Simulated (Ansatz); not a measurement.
# InSe: the cost of one run

Method: DFT PBE+D3(BJ), scalar-relativistic, plane waves, PAW, and further levels as typed in the inputs, in Ansatz 0.2.0.

### Step 1. The starting structure

It takes space group P3m1 (No. 156, trigonal). The conventional cell has a = 4.000 Å, b = 4.000 Å, c = 31.700 Å, α = 90.00°, β = 90.00°, γ = 120.00°. Around Se (site symmetry 3m) lie 3 In at 2.65 Å. In (site symmetry 3m) is surrounded by 3 Se at 2.65 Å and 1 In at 2.79 Å.

Structure file:

```cif
data_structure
_symmetry_space_group_name_H-M 'P3m1'
_symmetry_Int_Tables_number 156
_cell_length_a 4.0000
_cell_length_b 4.0000
_cell_length_c 31.7000
_cell_angle_alpha 90.000
_cell_angle_beta 90.000
_cell_angle_gamma 120.000
_cell_volume 439.25
loop_
_atom_site_label
_atom_site_type_symbol
_atom_site_symmetry_multiplicity
_atom_site_Wyckoff_symbol
_atom_site_fract_x
_atom_site_fract_y
_atom_site_fract_z
_atom_site_occupancy
Se1 Se 1 b 0.33333 0.66667 0.28391 1
In1 In 1 a 0.00000 0.00000 0.32476 1
In2 In 1 a 0.00000 0.00000 0.41278 1
Se2 Se 1 b 0.33333 0.66667 0.45363 1
Se3 Se 1 a 0.00000 0.00000 0.54637 1
In3 In 1 c 0.66667 0.33333 0.58722 1
In4 In 1 c 0.66667 0.33333 0.67524 1
Se4 Se 1 a 0.00000 0.00000 0.71609 1
```

### Step 2. Relaxing the atoms: In4Se4 sheet, no spin

File input.yaml:

```yaml
crystal:
  lattice:
    - [4.0, 0.0, 0.0]
    - [-2.0, 3.4641016151, 0.0]
    - [0.0, 0.0, 31.7]
  atoms:
    - { symbol: Se, position: [0.3333333333, 0.6666666667, 0.2839116719] }
    - { symbol: In, position: [0.0, 0.0, 0.3247634069] }
    - { symbol: In, position: [0.0, 0.0, 0.4127760252] }
    - { symbol: Se, position: [0.3333333333, 0.6666666667, 0.4536277603] }
    - { symbol: Se, position: [0.0, 0.0, 0.5463722397] }
    - { symbol: In, position: [0.6666666667, 0.3333333333, 0.5872239748] }
    - { symbol: In, position: [0.6666666667, 0.3333333333, 0.6752365931] }
    - { symbol: Se, position: [0.0, 0.0, 0.7160883281] }
  periodic: [true, true, false]
scf:
  occupations: { method: gaussian, width: 0.02 }
  n_extra_bands: 6
output:
  forces: true
  stress: false
  write_density: true
  write_potential: true
  elf: true
  volumetric_format: npy
kpoints:
  mp_grid: { grid: [10, 10, 1] }
hamiltonian:
  xc: pbe
  dispersion: d3bj
relax:
  f_tol: 0.005
  max_steps: 100
```

Run with:

```console
> ansatz run input.yaml --threads 4 --pin off --max-ram 12288MiB --backend cpu --events-out ev --progress --plain --runs-dir out
```

What time and memory should one allow on 4 threads of Intel Xeon Platinum 8259CL at 2.50GHz (Skylake/Cascade Lake), shared host?

About 76 s, with a peak of 1.7 GiB.
